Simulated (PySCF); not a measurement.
**[Ho(H2O)4]3+: other functionals and bases at one geometry**

One table from this session's results is given with a row withheld; the runs are named, their logs left out.

The runs use PySCF 2.14.0; several levels, as the steps say, no spin–orbit coupling.

3 further runs of the same task are left out: 1 for a known fault of the program, 1 that didn't finish, 1 set aside as unsound or not needed.

**Starting geometry**

13 atoms, charge 3, spin multiplicity 1.

Bond lengths: Ho1–O2 2.271 Å, Ho1–O5 2.271 Å, Ho1–O8 2.271 Å, Ho1–O11 2.271 Å, O2–H3 0.994 Å, O2–H4 0.994 Å, O5–H6 0.994 Å, O5–H7 0.994 Å, O8–H9 0.994 Å, O8–H10 0.994 Å, O11–H12 0.994 Å, O11–H13 0.994 Å. Angles: O2–Ho1–O5 110.7°, O2–Ho1–O8 107.1°, O2–Ho1–O11 110.7°, O5–Ho1–O8 110.7°, O5–Ho1–O11 107.1°, O8–Ho1–O11 110.7°, Ho1–O2–H3 128.3°, Ho1–O2–H4 128.3°, H3–O2–H4 103.4°, Ho1–O5–H6 128.3°, Ho1–O5–H7 128.2°, H6–O5–H7 103.4°, Ho1–O8–H9 128.3°, Ho1–O8–H10 128.3°, H9–O8–H10 103.4°, Ho1–O11–H12 128.2°, Ho1–O11–H13 128.3°, H12–O11–H13 103.4°.

Geometry (Å):

```xyz
13

Ho    0.0000    0.0000    0.0000
O     1.3492    1.3244    1.2574
H     2.1603    1.0660    1.7702
H     1.2757    2.3025    1.4189
O    -1.3491   -1.2574    1.3244
H    -1.2755   -1.4191    2.3025
H    -2.1606   -1.7699    1.0660
O     1.3492   -1.3244   -1.2574
H     1.2757   -2.3025   -1.4189
H     2.1603   -1.0660   -1.7702
O    -1.3491    1.2574   -1.3244
H    -2.1606    1.7699   -1.0660
H    -1.2755    1.4191   -2.3025
```

Formal oxidation states: Ho +3. Each metal's 10 4f electrons lie in its core potential, so multiplicities, spins and levels count the valence alone. An earlier session relaxed this geometry at TPSS, Ho lcecp-1-SVP with ECP56, O def2-SVP, H def2-SVP (singlet, point group D2).

At TPSS on the finer grid: E = -342.197393 Eh, HOMO -22.58 eV, LUMO -15.85 eV, Mulliken charge on Ho1 +1.64 e, largest force component 0.005 eV/Å. 

Levels to run: revPBE; wB97X; r2SCAN; HF; TPSS, TZVP. Hardware: 2 threads of Arm Neoverse V1, shared host.

Set-up of the first run:

Contents of run.py (the lines that set the calculation):

```python
mol = gto.M(atom='''
Ho     0.00002     0.00000     0.00000
O      1.34918     1.32441     1.25739
H      2.16029     1.06605     1.77021
H      1.27570     2.30246     1.41892
O     -1.34913    -1.25741     1.32441
H     -1.27547    -1.41910     2.30249
H     -2.16059    -1.76995     1.06598
O      1.34918    -1.32441    -1.25739
H      1.27570    -2.30246    -1.41892
H      2.16029    -1.06605    -1.77021
O     -1.34913     1.25741    -1.32441
H     -2.16059     1.76995    -1.06598
H     -1.27547     1.41910    -2.30249''',
    basis={'Ho': 'lcecp-1-SVP', 'O': 'def2-SVP', 'H': 'def2-SVP'},
    ecp={'Ho': 'lcecp-1-SVP'},
    charge=3, spin=0)
mf = dft.RKS(mol, xc='PBE_R,PBE')
mf.grids.atom_grid = (75, 302)  # f atoms: unpruned, at least (60, 302)
mf = mf.density_fit()  # fitting sets: Ho AutoAux, O def2-universal-JKFIT, H def2-universal-JKFIT
mf.conv_tol = 1e-08; mf.max_cycle = 55
mf.kernel(dm0)  # dm0: the density of the relaxed state
```

Run with:

```bash
$ OMP_NUM_THREADS=2 python run.py
```

Among the steps run: revPBE; wB97X; r2SCAN; HF; TPSS, TZVP.

One table of the session follows, with a row left open; its other results are not shown here.

| level | HOMO (eV) | gap (eV) | charge on Ho1 (e) | largest force component (eV/Å) |
| --- | --- | --- | --- | --- |
| TPSS (relaxed here) | -22.58 | 6.74 | 1.64 | 0.00 |
| revPBE | -22.44 | 6.44 | 1.59 | 0.04 |
| wB97X | -26.97 | 14.12 | 1.74 | 0.44 |
| r2SCAN | ? | ? | ? | ? |
| HF | -29.22 | 17.93 | 2.10 | 1.28 |
| TPSS, TZVP | -22.61 | 6.83 | 2.05 | 0.29 |

Estimate the missing values for r2SCAN.

**Answer.** HOMO (eV): -22.94; gap (eV): 7.16; charge on Ho1 (e): 1.72; largest force component (eV/Å): 0.31. In the column «HOMO (eV)» it lies between wB97X (-26.97) and TPSS, TZVP (-22.61).

In one basis the HOMO–LUMO gap runs from 6.44 eV (revPBE) to 17.93 eV (HF). The largest leftover force, 1.28 eV/Å with HF, stands at a geometry relaxed at another level. With 4f in the core, its levels are missing from HOMO and gap, and its count is fixed, so no charge can pass from the ligands into it. Total energies of different levels can't be compared.
